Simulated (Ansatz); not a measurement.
**GeH2 (triplet): RPA-PBE over a scan of the distance Ge1–H2, cc-pVDZ**

How well do these functionals follow the top wave-function level for GeH2 (triplet) over a scan of the distance Ge1–H2?

Computed with Ansatz 0.2.0, Gaussian basis. Level: cc-pVDZ, all electrons in the functionals, frozen cores in the correlation of double hybrids and RPA.

Plan: RPA-PBE, at 1.235 Å; 1.397 Å; 1.540 Å; 1.706 Å; 1.909 Å; 2.110 Å; 2.455 Å; 2.903 Å; 3.414 Å; 4.120 Å; 5.357 Å.

21 further runs of the same task are left out: 17 that didn't finish, 4 set aside as unsound or not needed.

**1. The geometry**

The geometry derives from a PBE0/def2-TZVP stationary point (not a proven minimum). One bond is set to the value named and the two fragments are kept rigid. No spin-orbit coupling is included. The filled d shell of Ge may be among the frozen orbitals whatever the setting's name suggests; the logs give the count.

3 atoms, charge 0, spin multiplicity 3.

Atoms are counted from 1 here; the program's logs count them from 0.

Bond lengths: Ge1–H2 1.541 Å, Ge1–H3 1.541 Å. Angles: H2–Ge1–H3 120.0°.

No dispersion term is added.

The geometry shown and the zero of energy belong to the point 1.540 Å. The yardstick, FCI, and other wave-function levels (R restricted, U unrestricted, valence and pair active spaces) come from earlier runs.

**2. RPA-PBE, 1.235 Å**

Contents of in.yaml:

```yaml
crystal:
  periodic: [false, false, false]
  atoms:
    - {symbol: Ge, position_ang: [0.000000, -0.018726, -0.003573]}
    - {symbol: H, position_ang: [0.000000, 0.598415, -1.073322]}
    - {symbol: H, position_ang: [0.000000, 0.751093, 1.330828]}
basis:
  gaussian: {orbitals: cc-pVDZ}
magnetization: {spin_polarized: true, initial_magnetization: 2}
hamiltonian: {xc: {name: PBE}}
correlation: {method: rpa, electrons: outside_noble_gas}
```

Run with:

```console
$ ansatz run in.yaml --threads 1 --pin off --events-out ev --progress --plain --max-ram 2393MiB
```

After this run come: RPA-PBE, 1.397 Å; RPA-PBE, 1.540 Å; RPA-PBE, 1.706 Å; RPA-PBE, 1.909 Å; RPA-PBE, 2.110 Å; RPA-PBE, 2.455 Å; RPA-PBE, 2.903 Å; RPA-PBE, 3.414 Å; RPA-PBE, 4.120 Å; RPA-PBE, 5.357 Å.

**Question.** What will the summary of the whole plan be? Wanted: span of the FCI curve; largest miss, RPA-PBE.

The runs gave:

| quantity | value |
| --- | --- |
| span of the FCI curve | 47.8 kcal/mol |
| largest miss, RPA-PBE | -4.3 kcal/mol (5.357 Å) |

In words: RPA-PBE strays by up to 4.3 kcal/mol, at 5.357 Å. Functionals and the yardstick converge differently with the basis, so part of each miss in cc-pVDZ is the basis.
